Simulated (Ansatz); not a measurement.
# ClH₃MoO₄: how energies converge with the basis set

Aim: see how fast density functionals converge with the basis set for ClH₃MoO₄.

The runs use Ansatz 0.2.0, Gaussian basis; one geometry, several basis sets.

Plan: PBE0-D4/def2-SVP; ωB97M-V/def2-SVP; PBE0-D4/def2-QZVPP; ωB97M-V/def2-QZVPP; the functionals' def2-TZVPP values are taken from earlier runs.

### 1 The relaxed structure

An earlier PBE0-D4 in a triple-zeta def2 set relaxation fixed the geometry. Mo takes the def2 core potential; no spin-orbit term is included.

SMILES `[O]=[Mo]([OH])([OH])([OH])[Cl]`, 9 atoms, charge 0, spin multiplicity 1.

Atoms are counted from 1 here; the program's logs count them from 0.

Bond lengths: O1–Mo2 1.670 Å, Mo2–O3 1.860 Å, Mo2–O4 1.864 Å, Mo2–O5 1.860 Å, Mo2–Cl6 2.418 Å, O3–H7 0.964 Å, O4–H8 0.968 Å, O5–H9 0.964 Å. Angles: O1–Mo2–O3 96.2°, O1–Mo2–O4 92.5°, O1–Mo2–O5 96.2°, O1–Mo2–Cl6 176.3°, O3–Mo2–O4 120.2°, O3–Mo2–O5 117.3°, O3–Mo2–Cl6 85.7°, O4–Mo2–O5 120.3°, O4–Mo2–Cl6 83.8°, O5–Mo2–Cl6 85.7°, Mo2–O3–H7 117.7°, Mo2–O4–H8 110.7°, Mo2–O5–H9 117.7°.

### 2 PBE0-D4 in def2-SVP

in.yaml reads:

```yaml
crystal:
  periodic: [false, false, false]
  atoms:
    - {symbol: O, position_ang: [0.439150, -1.077768, 1.358186]}
    - {symbol: Mo, position_ang: [0.026312, -0.089610, 0.076786]}
    - {symbol: O, position_ang: [1.767150, 0.250775, -0.483829]}
    - {symbol: O, position_ang: [-0.977373, -1.430283, -0.741557]}
    - {symbol: O, position_ang: [-0.812936, 1.220233, 1.097281]}
    - {symbol: Cl, position_ang: [-0.654241, 1.224068, -1.836123]}
    - {symbol: H, position_ang: [2.486437, -0.137241, 0.026929]}
    - {symbol: H, position_ang: [-1.364877, -1.111758, -1.568881]}
    - {symbol: H, position_ang: [-0.821122, 1.105183, 2.054107]}
basis:
  gaussian: {orbitals: def2-SVP}
hamiltonian: {xc: pbe0, dispersion: d4}
output: {orbitals: {seedname: orbitals}}
```

On the command line:

```sh
$ ansatz run in.yaml --threads 4 --pin off --events-out ev --progress --plain --max-ram 11315MiB
```

After this run come: ωB97M-V in def2-SVP; PBE0-D4 in def2-QZVPP; ωB97M-V in def2-QZVPP.

**Question.** What will the summary of the whole plan be? Wanted: PBE0-D4: double and triple zeta above quadruple; ωB97M-V: double and triple zeta above quadruple.

As calculated:

```
                                       quantity           value
PBE0-D4: double and triple zeta above quadruple  16.25, 0.96 eV
ωB97M-V: double and triple zeta above quadruple  16.41, 0.93 eV
```

What this shows: PBE0-D4 gains 15.28 eV from double to triple zeta, then 0.96 eV more. Total energies overstate the basis error of differences, where much of it tends to cancel.
